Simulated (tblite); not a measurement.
# C7H10B2: the cost of one run

Computed with tblite 0.8.0 and PySCF 2.14.0, with density-fitted response routines of our own, on a single molecule in the gas phase. Atoms count from 0, in the outputs and in this text.

**1. The starting structure**

19 atoms, charge 0, multiplicity 1; geometry from: force field or distance geometry start.

Bonds of the start (Å): B0–C1 1.59, C1–C2 1.31, C2–B3 1.58, B3–C4 1.59, C4–C5 1.34, C5–C6 1.48, C6–C7 1.33, C7–C8 1.46, C8–C1 1.50, B0–H9 1.19, B0–H10 1.19, C2–H11 1.09, B3–H12 1.16, C4–H13 1.08, C5–H14 1.08, C6–H15 1.10, C7–H16 1.10, C8–H17 1.13, C8–H18 1.12.

**2. Optimising the geometry with GFN2-xTB**

Job settings and geometry (Å):

```
{"job": {"kind": "relax", "xc": "GFN2-xTB", "basis": "xTB"}, "charge": 0, "multiplicity": 1}
B      2.753000     0.382200    -0.692800
C      1.277800     0.282800    -0.117600
C      0.662100     1.430100    -0.299600
B     -0.803800     1.883600     0.066300
C     -2.137600     1.049400     0.277700
C     -2.407400    -0.264800     0.219600
C     -1.533500    -1.430200    -0.037800
C     -0.233800    -1.689200     0.084000
C      1.024700    -1.062700     0.488600
H      3.437400    -0.589000    -0.617100
H      3.318700     1.407400    -0.495600
H      1.241900     2.200500    -0.808200
H     -0.994600     3.025900    -0.010300
H     -2.996800     1.668500     0.481500
H     -3.441000    -0.510400     0.405200
H     -2.101000    -2.299900    -0.399600
H     -0.076000    -2.730500    -0.239600
H      1.157400    -1.033800     1.607900
H      1.842600    -1.710600     0.079900
```

Run with:

```sh
$ OMP_NUM_THREADS=1 python probes_run.py task.json out
```

One launch serves the whole session: the jobs run in the order shown.

**Question.** How long does this first job take on 1 thread of Arm Neoverse N1, shared host, and how much memory does it need?

About 1.3 s, with a peak of 0.18 GiB.
